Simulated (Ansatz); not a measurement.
# CH₃AlF₂S: how energies converge with the basis set

The task here is to estimate one member of a computed series from the others.

Method: one geometry, several basis sets; program: Ansatz 0.2.0, Gaussian basis.

The runs, in order: PBE0-D4/def2-SVP; ωB97M-V/def2-SVP; PBE0-D4/def2-QZVPP; ωB97M-V/def2-QZVPP; the functionals' def2-TZVPP values are taken from earlier runs.

## The relaxed structure

All runs share one geometry, relaxed beforehand with PBE0-D4 in a triple-zeta def2 set.

SMILES `FC[S][AlH][F]`, 8 atoms, charge 0, spin multiplicity 1.

Atoms are counted from 1 here; the program's logs count them from 0.

Bond lengths: F1–C2 1.480 Å, C2–S3 1.781 Å, C2–H6 1.088 Å, C2–H7 1.088 Å, S3–Al4 2.248 Å, Al4–F5 1.651 Å, Al4–H8 1.568 Å. Angles: F1–C2–S3 106.2°, F1–C2–H6 104.0°, F1–C2–H7 103.6°, S3–C2–H6 114.3°, S3–C2–H7 114.7°, H6–C2–H7 112.5°, C2–S3–Al4 79.6°, S3–Al4–F5 116.5°, S3–Al4–H8 121.6°, F5–Al4–H8 118.2°.

Set-up of the first run:

in.yaml reads:

```yaml
crystal:
  periodic: [false, false, false]
  atoms:
    - {symbol: F, position_ang: [-0.495906, 0.275513, 0.894589]}
    - {symbol: C, position_ang: [0.888767, 0.689255, 0.573065]}
    - {symbol: S, position_ang: [1.362306, -0.242967, -0.868754]}
    - {symbol: Al, position_ang: [-0.803392, -0.821290, -0.704188]}
    - {symbol: F, position_ang: [-1.879667, 0.105889, -1.545754]}
    - {symbol: H, position_ang: [1.452569, 0.443655, 1.470058]}
    - {symbol: H, position_ang: [0.805625, 1.762258, 0.414180]}
    - {symbol: H, position_ang: [-1.238103, -2.269314, -0.289093]}
basis:
  gaussian: {orbitals: def2-SVP}
hamiltonian: {xc: pbe0, dispersion: d4}
output: {orbitals: {seedname: orbitals}}
```

On the command line:

```
> ansatz run in.yaml --threads 2 --pin off --events-out ev --progress --plain --max-ram 4352MiB
```

Steps of the session up to this table: PBE0-D4 in def2-SVP; ωB97M-V in def2-SVP; PBE0-D4 in def2-QZVPP; ωB97M-V in def2-QZVPP.

One table of the session follows, with a row left open; its other results are not shown here.

| functional | basis | HOMO (eV) |
| --- | --- | --- |
| PBE0-D4 | def2-SVP | -7.31 |
| PBE0-D4 | def2-TZVPP | -7.39 |
| PBE0-D4 | def2-QZVPP | -7.42 |
| ωB97M-V | def2-SVP | -9.47 |
| ωB97M-V | def2-TZVPP | ? |
| ωB97M-V | def2-QZVPP | -9.62 |

Estimate the missing values for ωB97M-V, def2-TZVPP.

**Answer.** HOMO (eV): -9.59. In the column «HOMO (eV)» it lies between ωB97M-V, def2-QZVPP (-9.62) and ωB97M-V, def2-SVP (-9.47).
